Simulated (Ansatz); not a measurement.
# BFH4O2Si: one species, many methods

One table from this session's results is given with a row withheld; the runs are named, their logs left out.

Computed with Ansatz 0.2.0, Gaussian basis. Level: functionals in def2-TZVPP, the program's frozen cores in correlated methods.

The runs, in order: LDA (SPW92), PBE-D4, revPBE-D4, BLYP-D4, r2SCAN-D4, B97M-V, PBE0-D4, B3LYP-D4, r2SCANh-D4, r2SCAN0-D4, HSE06-D4, BHLYP-D4, CAM-B3LYP-D4, LC-ωPBE, ωB97X-V, ωB97M-V, B2PLYP, PBE-QIDH; CCSD(T)/def2-SVP; CCSD(T)/def2-TZVPP; MP2/def2-QZVPP; extrapolation to the limit; RPA on PBE.

## The geometry

All runs share one geometry, relaxed beforehand with PBE0-D4 in a triple-zeta def2 set.

SMILES `O[SiH2]OBF`, 9 atoms, charge 0, spin multiplicity 1.

Atoms are counted from 1 here; the program's logs count them from 0.

Bond lengths: O1–Si2 1.635 Å, O1–H6 0.958 Å, Si2–O3 1.648 Å, Si2–H7 1.482 Å, Si2–H8 1.474 Å, O3–B4 1.341 Å, B4–F5 1.325 Å, B4–H9 1.197 Å. Angles: Si2–O1–H6 119.3°, O1–Si2–O3 113.0°, O1–Si2–H7 111.3°, O1–Si2–H8 106.2°, O3–Si2–H7 105.9°, O3–Si2–H8 107.4°, H7–Si2–H8 113.1°, Si2–O3–B4 138.5°, O3–B4–F5 118.3°, O3–B4–H9 123.4°, F5–B4–H9 118.3°.

The first run:

File in.yaml:

```yaml
crystal:
  periodic: [false, false, false]
  atoms:
    - {symbol: O, position_ang: [0.702790, -0.070523, 1.686330]}
    - {symbol: Si, position_ang: [1.139499, -0.060301, 0.111195]}
    - {symbol: O, position_ang: [-0.148385, -0.141789, -0.913492]}
    - {symbol: B, position_ang: [-1.487259, -0.134766, -0.845896]}
    - {symbol: F, position_ang: [-2.173345, -0.270755, -1.971097]}
    - {symbol: H, position_ang: [0.341711, 0.725598, 2.077509]}
    - {symbol: H, position_ang: [1.861032, 1.185203, -0.240163]}
    - {symbol: H, position_ang: [1.947528, -1.275147, -0.098956]}
    - {symbol: H, position_ang: [-2.095170, -0.003819, 0.177370]}
basis:
  gaussian: {orbitals: def2-TZVPP}
hamiltonian: {xc: lda}
output: {orbitals: {seedname: orbitals}}
```

Started as:

```console
$ ansatz run in.yaml --threads 2 --pin off --events-out ev --progress --plain --max-ram 4352MiB
```

Steps of the session up to this table: LDA; PBE-D4 (GGA); revPBE-D4 (GGA); BLYP-D4 (GGA); r2SCAN-D4 (meta-GGA); B97M-V (meta-GGA); PBE0-D4 (hybrid); B3LYP-D4 (hybrid); r2SCANh-D4 (hybrid); r2SCAN0-D4 (hybrid); HSE06-D4 (hybrid); BHLYP-D4 (hybrid); CAM-B3LYP-D4 (range-separated); LC-ωPBE (range-separated); ωB97X-V (range-separated); ωB97M-V (range-separated); B2PLYP (double hybrid); PBE-QIDH (double hybrid).

One of the session's tables, all rows but one given; the rest of the session is left out.

It belongs to the step «Frontier levels by functional». 

```
  functional  HOMO (eV)  gap (eV)
 LDA (SPW92)      -7.87      6.69
      PBE-D4      -7.79      6.91
   revPBE-D4      -7.75      6.98
     BLYP-D4      -7.72      6.92
   r2SCAN-D4      -8.14      7.70
      B97M-V      -8.22      7.61
     PBE0-D4      -9.24      9.32
    B3LYP-D4      -9.04      8.82
  r2SCANh-D4      -8.68      8.57
  r2SCAN0-D4      -9.47      9.85
    HSE06-D4          ?         ?
    BHLYP-D4     -10.64     11.48
CAM-B3LYP-D4     -10.69     11.64
     LC-ωPBE     -12.04     14.28
     ωB97X-V     -11.69     13.77
     ωB97M-V     -11.52     13.18
```

Estimate the missing values for HSE06-D4.

As computed: HOMO (eV): -8.83; gap (eV): 8.53. In the column «HOMO (eV)» it lies between B3LYP-D4 (-9.04) and r2SCANh-D4 (-8.68).
